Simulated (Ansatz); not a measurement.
# AlClH6OSi2: the cost of one run

All numbers below are computed with Ansatz 0.2.0 (RKS PBE/def2-SVP).

## Step 1: The starting structure

Bond lengths: O1–Si2 1.660 Å, Si2–Si3 2.220 Å, Si2–Al4 2.392 Å, Al4–Cl5 2.139 Å, O1–H6 1.034 Å, Si2–H7 1.443 Å, Si3–H8 1.435 Å, Si3–H9 1.509 Å, Si3–H10 1.491 Å, Al4–H11 1.655 Å. Angles (14 of 16 angles, heavy atoms first): O1–Si2–Si3 108.2°, O1–Si2–Al4 109.0°, Si3–Si2–Al4 108.0°, Si2–Al4–Cl5 121.0°, O1–Si2–H7 111.6°, Si3–Si2–H7 108.9°, Al4–Si2–H7 111.0°, Si2–O1–H6 107.3°, Si2–Si3–H8 112.3°, Si2–Si3–H9 107.5°, Si2–Si3–H10 108.6°, Si2–Al4–H11 116.8°, Cl5–Al4–H11 122.2°, H8–Si3–H9 109.6°.

Structure file:

```xyz
11

O    -1.1942    1.5755   -0.5419
Si   -0.7663    0.0409   -0.0764
Si    0.6834   -0.7556   -1.5568
Al    0.3289    0.1468    2.0470
Cl    2.0849    1.3368    2.3212
H    -1.9549    1.8858    0.0862
H    -1.9111   -0.8364   -0.0240
H     0.1398   -0.7952   -2.8840
H     1.8960    0.1421   -1.5337
H     1.1295   -2.1060   -1.1076
H    -0.3707   -0.6917    3.2905
```

## Step 2: End point A

Contents of input.yaml:

```yaml
crystal:
  periodic: [false, false, false]
  atoms:
    - { symbol: O, position_ang: [-1.1942, 1.5755, -0.5419] }
    - { symbol: Si, position_ang: [-0.7663, 0.0409, -0.0764] }
    - { symbol: Si, position_ang: [0.6834, -0.7556, -1.5568] }
    - { symbol: Al, position_ang: [0.3289, 0.1468, 2.047] }
    - { symbol: Cl, position_ang: [2.0849, 1.3368, 2.3212] }
    - { symbol: H, position_ang: [-1.9549, 1.8858, 0.0862] }
    - { symbol: H, position_ang: [-1.9111, -0.8364, -0.024] }
    - { symbol: H, position_ang: [0.1398, -0.7952, -2.884] }
    - { symbol: H, position_ang: [1.896, 0.1421, -1.5337] }
    - { symbol: H, position_ang: [1.1295, -2.106, -1.1076] }
    - { symbol: H, position_ang: [-0.3707, -0.6917, 3.2905] }
basis:
  gaussian: { orbitals: def2-SVP }
hamiltonian:
  xc: pbe
relax:
  f_tol: 0.015
  max_steps: 40
```

Run with:

```sh
> ansatz run input.yaml --threads 2 --pin off --max-ram 3072MiB --backend cpu --events-out ev --progress --plain --runs-dir out
```

What time and memory should one allow on 2 threads of Intel Xeon Platinum 8488C (Sapphire Rapids), shared host?

About 49 s, with a peak of 0.18 GiB.
